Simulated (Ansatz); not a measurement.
Predict the output of the script below (the Ansatz DFT code, driven from Python).

`cas.py`
```python
# -*- coding: utf-8 -*-
'''Static correlation in C2H4Ge: natural occupations of an active space.'''

import warnings

import ansatz as az

warnings.simplefilter('ignore', az.DeckWarning)

c2h4ge = (
    az.Crystal.molecule()
    .atom('C', (-0.8049, -1.873, 0.1386))
    .atom('C', (-0.3507, -0.74, 0.0479))
    .atom('Ge', (0.416, 0.9785, -0.0876))
    .atom('H', (-1.2239, -2.7753, 0.1916))
    .atom('H', (0.1328, 1.588, -1.4768))
    .atom('H', (-0.1189, 1.9056, 1.0418))
    .atom('H', (2.0108, 0.8481, 0.0987))
)

base = (
    c2h4ge.calculation()
    .basis(gaussian='def2-SVP')
    .scf(lower_state_search='standard')
    .correlation(active_electrons=6, active_orbitals=6)
)
for method in [None]:
    data = (base if method is None else base.correlation(method)).run().report
    space = data['configurations']
    state = space['states'][0]
    print(method or 'casscf', f'total {data["free_energy_ev"] / 27.211386246:.6f} Ha, active-space state {state["energy"]["hartree"]:.6f} Ha, mean field {data["reference_energy_ev"] / 27.211386246:.6f} Ha')
    print('  determinants', state['n_determinants'], ' natural occupations', [round(n, 3) for n in space['natural_occupations']])
```

```console
$ python cas.py
casscf total -2153.131485 Ha, active-space state -2153.131485 Ha, mean field -2153.029156 Ha
  determinants 400  natural occupations [1.983, 1.937, 1.937, 0.063, 0.062, 0.018]
```

Caveats:
- These settings explore the input space; basis and method may be short of convergence.
- The geometry is a force-field or estimated start, not a minimum of this method, and the basis set is short of its limit. The active space starts as a window about the frontier orbitals and is then optimised, not chosen by chemistry.
- It ran for 3.9 s on 1 thread of Arm Neoverse V2, with other jobs on the host, peak memory 0.22 GiB.
